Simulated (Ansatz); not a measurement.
PPt in Ansatz: convergence with ecutfock ratio

The system is PPt.

```
Pt P
1.0
     3.74303    0.00000    0.00000
    -1.87151    3.24156    0.00000
     0.00000    0.00000    6.35374
Pt P
2 2
Direct
  0.33333 0.66667 0.37190
  0.66667 0.33333 0.87190
  0.33333 0.66667 0.00310
  0.66667 0.33333 0.50310
```

The cell comes from a database or a generator and needn't be the stable form of this composition.

```yaml
Program: Ansatz 0.2.0
Task: convergence study
Functional: PBE0
Potentials_or_basis: Ansatz PAW
Cutoff: 420 eV
Density_cutoff: 1680 eV
k_mesh: 4 × 4 × 2
Occupations: cold, width 0.1 eV
Spin: no spin polarisation
```

These are the settings of the first run; the series varies ecutfock ratio, with any setting tied to it.

Hardware: 2 threads of Arm Neoverse V2, on a shared host.

| ecutfock ratio | energy less the tightest run, at zero smearing (meV/atom) | SCF cycles | CPU time (s) | peak memory (GiB) |
| --- | --- | --- | --- | --- |
| 1 | 65.69 | 30 | 29 | 0.66 |
| 2 | 0.24 | 31 | 32 | 0.71 |
| 3 | 0.00 | 30 | 30 | 0.75 |
| 4 | 0.00 | 31 | 31 | 0.81 |

Against the tightest run, the energy stays within 1 meV/atom from 2 on. The tightest run that finished is the yardstick and may itself not be fully converged.

Caveat, for the tightest run too: the k mesh is coarse (spacing up to 0.49 Å⁻¹), so the values aren't converged, least of all with exact exchange. Spin-orbit coupling is left out, which matters for the levels of Pt.
